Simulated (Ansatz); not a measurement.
# InH2− (singlet): the correlation ladder at distance In1–H3 = 2.119 Å, def2-SVPD

Aim: climb from Hartree-Fock through coupled cluster and multireference methods for InH2− (singlet) at one geometry and basis, and see what each rung misses.

Computed with Ansatz 0.2.0, Gaussian basis. Level: def2-SVPD, core rule «outside noble gas», up to 9 orbitals frozen.

To be run: UHF; CCSD(T) on RHF; CCSD(T) on UHF; BCCD(T) on RHF; CISD; CCSDT(Q) on RHF; CCSDT(Q) on UHF; CCSDTQ on RHF; CCSDTQ on UHF; CASSCF and MRCISD+Q, 2 electrons in 2 orbitals; CASSCF and NEVPT2, 2 electrons in 2 orbitals; CASSCF and MRCISD+Q, 6 electrons in 6 orbitals; CASSCF and NEVPT2, 6 electrons in 6 orbitals; Full CI.

## 1. The system

The geometry derives from a PBE0/def2-TZVPD stationary point (not a proven minimum). One bond is set to the value named and the two fragments are kept rigid. No spin-orbit coupling is included. Elements past krypton take def2 core potentials.

3 atoms, charge -1, spin multiplicity 1.

Atoms are counted from 1 here; the program's logs count them from 0.

Bond lengths: In1–H2 1.886 Å, In1–H3 2.119 Å. Angles: H2–In1–H3 92.7°.

## 2. UHF

The input, in.yaml:

```yaml
crystal:
  periodic: [false, false, false]
  atoms:
    - {symbol: In, position_ang: [0.000000, -0.023850, -0.001453]}
    - {symbol: H, position_ang: [0.000000, 1.278070, -1.366249]}
    - {symbol: H, position_ang: [0.000000, 1.438771, 1.531811]}
basis:
  gaussian: {orbitals: def2-SVPD}
total_charge: -1
magnetization: {spin_polarized: true, initial_magnetization: 0}
hamiltonian: {xc: hf}
output: {orbitals: {seedname: orbitals}}
```

Started as:

```
> ansatz run in.yaml --threads 1 --pin off --events-out ev --progress --plain --max-ram 4096MiB --backend cpu
```

After this run come: CCSD(T) on RHF; CCSD(T) on UHF; BCCD(T) on RHF; CISD; CCSDT(Q) on RHF; CCSDT(Q) on UHF; CCSDTQ on RHF; CCSDTQ on UHF; CASSCF and MRCISD+Q, 2 electrons in 2 orbitals; CASSCF and NEVPT2, 2 electrons in 2 orbitals; CASSCF and MRCISD+Q, 6 electrons in 6 orbitals; CASSCF and NEVPT2, 6 electrons in 6 orbitals; Full CI.

Q: Predict the results of all the runs planned. Wanted: FCI from the RHF energy; RMP2 from FCI; RCCSD from FCI; RCCSD(T) from FCI; RCCSDT(Q) from FCI; NEVPT2 pair from FCI; MRCISD+Q pair from FCI; NEVPT2 valence from FCI; T1 diagnostic.

The runs gave:

| quantity | value |
| --- | --- |
| FCI from the RHF energy | -2.8786 eV |
| RMP2 from FCI | +792.9 meV |
| RCCSD from FCI | +82.5 meV |
| RCCSD(T) from FCI | +21.5 meV |
| RCCSDT(Q) from FCI | +0.7 meV |
| NEVPT2 pair from FCI | +738.2 meV |
| MRCISD+Q pair from FCI | -35.0 meV |
| NEVPT2 valence from FCI | +592.5 meV |
| levels within 1 kcal/mol (43 meV) | RCCSD(T), BCCD(T), RCCSDT, RCCSDT(Q), RCCSDTQ, MRCISD+Q pair, MRCISD+Q valence |
| T1 diagnostic | 0.017 |
| effectively unpaired electrons | 0.11 |

What this shows: RCCSD(T) lands +21.5 meV from the yardstick (0.7 % of the correlation energy). MRCISD+Q pair, MRCISD+Q valence fall below full CI: the +Q correction isn't variational, and the cores differ from full CI's. One determinant dominates. Of the multireference levels listed MRCISD+Q valence comes nearest in total energy (-2.7 meV), which doesn't show that its space is the better one. These misses are within one basis, not against nature.
